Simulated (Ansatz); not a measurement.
# C₂H₉Si₂ radical: one species, many methods

An exercise on one series of results from a longer session: the logs are not shown, and one member is left open.

The runs use Ansatz 0.2.0, Gaussian basis; functionals in def2-TZVPP, the program's frozen cores in correlated methods.

Levels to be run: LDA (SPW92), PBE-D4, revPBE-D4, BLYP-D4, r2SCAN-D4, B97M-V, PBE0-D4, B3LYP-D4, r2SCANh-D4, r2SCAN0-D4, HSE06-D4, BHLYP-D4, CAM-B3LYP-D4, LC-ωPBE, ωB97X-V, ωB97M-V, B2PLYP, PBE-QIDH; CCSD(T)/def2-SVP; CCSD(T)/def2-TZVPP; MP2/def2-QZVPP; extrapolation to the limit; RPA on PBE.

## The relaxed structure

An earlier PBE0-D4 in a triple-zeta def2 set relaxation fixed the geometry.

13 atoms, charge 0, spin multiplicity 2.

Atoms are counted from 1 here; the program's logs count them from 0.

Bond lengths: C1–Si2 1.883 Å, C1–H5 1.092 Å, C1–H6 1.094 Å, C1–H7 1.092 Å, Si2–Si3 2.329 Å, Si2–H8 1.494 Å, Si3–C4 1.881 Å, Si3–H9 1.490 Å, Si3–H10 1.492 Å, C4–H11 1.092 Å, C4–H12 1.093 Å, C4–H13 1.092 Å. Angles: Si2–C1–H5 110.8°, Si2–C1–H6 110.8°, Si2–C1–H7 110.8°, H5–C1–H6 108.2°, H5–C1–H7 108.3°, H6–C1–H7 107.9°, C1–Si2–Si3 115.2°, C1–Si2–H8 110.3°, Si3–Si2–H8 112.9°, Si2–Si3–C4 114.4°, Si2–Si3–H9 108.1°, Si2–Si3–H10 107.6°, C4–Si3–H9 109.7°, C4–Si3–H10 109.3°, H9–Si3–H10 107.6°, Si3–C4–H11 110.7°, Si3–C4–H12 110.5°, Si3–C4–H13 110.8° and more.

Set-up of the first run:

File in.yaml:

```yaml
crystal:
  periodic: [false, false, false]
  atoms:
    - {symbol: C, position_ang: [-2.168295, 0.375364, 0.773346]}
    - {symbol: Si, position_ang: [-1.033010, -1.093556, 0.461358]}
    - {symbol: Si, position_ang: [1.236369, -0.585872, 0.337992]}
    - {symbol: C, position_ang: [1.700642, 0.557008, -1.082243]}
    - {symbol: H, position_ang: [-1.841311, 0.937649, 1.650309]}
    - {symbol: H, position_ang: [-2.171783, 1.053897, -0.085200]}
    - {symbol: H, position_ang: [-3.194798, 0.043337, 0.943069]}
    - {symbol: H, position_ang: [-1.516237, -1.880972, -0.713015]}
    - {symbol: H, position_ang: [1.990259, -1.866028, 0.219685]}
    - {symbol: H, position_ang: [1.627715, 0.049694, 1.629652]}
    - {symbol: H, position_ang: [1.441081, 0.105874, -2.042229]}
    - {symbol: H, position_ang: [2.774968, 0.758139, -1.076624]}
    - {symbol: H, position_ang: [1.174699, 1.510766, -1.001200]}
basis:
  gaussian: {orbitals: def2-TZVPP}
magnetization: {spin_polarized: true, initial_magnetization: 1}
hamiltonian: {xc: lda}
output: {orbitals: {seedname: orbitals}}
```

Command:

```
ansatz run in.yaml --threads 2 --pin off --events-out ev --progress --plain --max-ram 32768MiB --backend cuda --devices 0, --max-vram 18GiB
```

Among the steps run: LDA; PBE-D4 (GGA); revPBE-D4 (GGA); BLYP-D4 (GGA); r2SCAN-D4 (meta-GGA); B97M-V (meta-GGA); B3LYP-D4 (hybrid); r2SCANh-D4 (hybrid); r2SCAN0-D4 (hybrid); HSE06-D4 (hybrid); BHLYP-D4 (hybrid); CAM-B3LYP-D4 (range-separated); LC-ωPBE (range-separated); ωB97X-V (range-separated); ωB97M-V (range-separated); B2PLYP (double hybrid); PBE-QIDH (double hybrid).

One of the session's tables, all rows but one given; the rest of the session is left out.

It belongs to the step «Orbital energies across the functionals». 

```
  functional  HOMO (eV)  LUMO (eV)  gap (eV)
 LDA (SPW92)      -4.56      -3.47      1.09
      PBE-D4          ?          ?         ?
   revPBE-D4      -4.59      -2.91      1.68
     BLYP-D4      -4.37      -3.06      1.31
   r2SCAN-D4      -4.93      -2.63      2.30
      B97M-V      -4.69      -3.22      1.47
     PBE0-D4      -5.64      -2.16      3.49
    B3LYP-D4      -5.35      -2.53      2.83
  r2SCANh-D4      -5.31      -2.34      2.97
  r2SCAN0-D4      -5.88      -1.91      3.97
    HSE06-D4      -5.25      -2.54      2.71
    BHLYP-D4      -6.47      -1.36      5.10
CAM-B3LYP-D4      -6.78      -1.26      5.52
     LC-ωPBE      -8.21       0.11      8.32
     ωB97X-V      -7.70      -0.42      7.27
     ωB97M-V      -7.36      -0.59      6.77
```

Q: Estimate the row for PBE-D4 from the others.

The run gave: HOMO (eV): -4.60; LUMO (eV): -3.05; gap (eV): 1.55. In the column «HOMO (eV)» it lies between B97M-V (-4.69) and revPBE-D4 (-4.59).
